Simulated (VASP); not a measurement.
**chk/CC in VASP: GW at two or more sizes of basis**

What does VASP give for chk/CC in the given structure, the cell held fixed? Runs: GW on PBE. This is a trial cell built on a prototype, not taken from a measured structure, and it needn't be the compound's ground state.

Program: VASP 6.6.1. PAW datasets, plane waves. These are computed values for a spin-unpolarised cell that may be hypothetical; none is a measurement.

## 1. The system as given

Space group Fd-3m (No. 227), cubic; conventional cell a = 3.567 Å, 5.67 Å³ an atom. Around C lie 4 C at 1.54 Å.

Structure file:

```
CELL_PARAMETERS angstrom
0.00000 1.78350 1.78350
1.78350 0.00000 1.78350
1.78350 1.78350 0.00000
ATOMIC_POSITIONS crystal
C 0.00000 0.00000 0.00000
C 0.25000 0.25000 0.25000
```

## 2. GW on PBE orbitals, 33 empty bands

Three calls of the program follow each other, each reading the orbitals of the one before.

File INCAR (stage 1):

```
ENCUT = 500.000000
SIGMA = 0.010000
EDIFF = 1.00e-07
GGA = PE
PREC = Accurate
ISMEAR = 0
NELM = 120
LASPH = .TRUE.
LCHARG = .FALSE.
LWAVE = .TRUE.
LREAL = .FALSE.
```

File INCAR (stage 2):

```
ENCUT = 500.000000
SIGMA = 0.010000
EDIFF = 1.00e-07
ALGO = Exact
GGA = PE
PREC = Accurate
ISMEAR = 0
ISTART = 1
NBANDS = 37
NELM = 1
LASPH = .TRUE.
LCHARG = .FALSE.
LOPTICS = .TRUE.
LWAVE = .TRUE.
LREAL = .FALSE.
```

File INCAR (stage 3):

```
ENCUT = 500.000000
ENCUTGW = 120.000000
SIGMA = 0.010000
EDIFF = 1.00e-07
ALGO = EVGW0
GGA = PE
PREC = Accurate
PRECFOCK = Fast
ISMEAR = 0
ISTART = 1
NBANDS = 37
NELM = 120
NOMEGA = 64
NBANDSGW = 12
LASPH = .TRUE.
LCHARG = .FALSE.
LWAVE = .FALSE.
LREAL = .FALSE.
NELMGW = 1
ENCUTGWSOFT = 120
```

File KPOINTS:

```
KPOINTS created by Atomic Simulation Environment
0
Gamma
6 6 6
0 0 0
```

File POSCAR:

```
C
 1.0000000000000000
     0.0000000000000000    1.7835000000000001    1.7835000000000001
     1.7835000000000001    0.0000000000000000    1.7835000000000001
     1.7835000000000001    1.7835000000000001    0.0000000000000000
 C
   2
Cartesian
  0.0000000000000000  0.0000000000000000  0.0000000000000000
  0.8917500000000000  0.8917500000000000  0.8917500000000000
```

Potentials: the GW set of PAW datasets, 8 valence electrons in the neutral cell.

## 3. GW on PBE orbitals, 84 empty bands

Three calls of the program follow each other, each reading the orbitals of the one before.

INCAR (stage 1) is that of step 2.

INCAR (stage 2): that of step 2 with these lines changed.

```diff
@@ -8,3 +8,3 @@
 ISTART = 1
-NBANDS = 37
+NBANDS = 88
 NELM = 1
```

File INCAR (stage 3):

```
ENCUT = 500.000000
ENCUTGW = 220.000000
SIGMA = 0.010000
EDIFF = 1.00e-07
ALGO = EVGW0
GGA = PE
PREC = Accurate
PRECFOCK = Fast
ISMEAR = 0
ISTART = 1
NBANDS = 88
NELM = 120
NOMEGA = 64
NBANDSGW = 12
LASPH = .TRUE.
LCHARG = .FALSE.
LWAVE = .FALSE.
LREAL = .FALSE.
NELMGW = 4
ENCUTGWSOFT = 220
```

KPOINTS is that of step 2.

POSCAR is that of step 2.

Q: Predict the outcome of this session. Wanted: for each run, empty bands; screening cutoff; PBE gap; G0W0 gap; last GW0 step.

As calculated:

| empty bands | screening cutoff (eV) | mesh | PBE gap (eV) | G0W0 gap (eV) | last GW0 step (eV) |
| --- | --- | --- | --- | --- | --- |
| 33 | 120 | 6×6×6 | 4.15 | 5.39 | – |
| 84 | 220 | 6×6×6 | 4.15 | 5.54 | 5.72 |

What this shows: G0W0 widens the PBE gap on the mesh by 1.38 eV, so PBE holds 75 % of it. Self-consistency in the energies adds +0.18 eV. From 33 to 84 empty bands, with the screening cutoff going from 120 to 220 eV, it moves by +0.15 eV. G0W0 values are finite-basis, finite-mesh values.
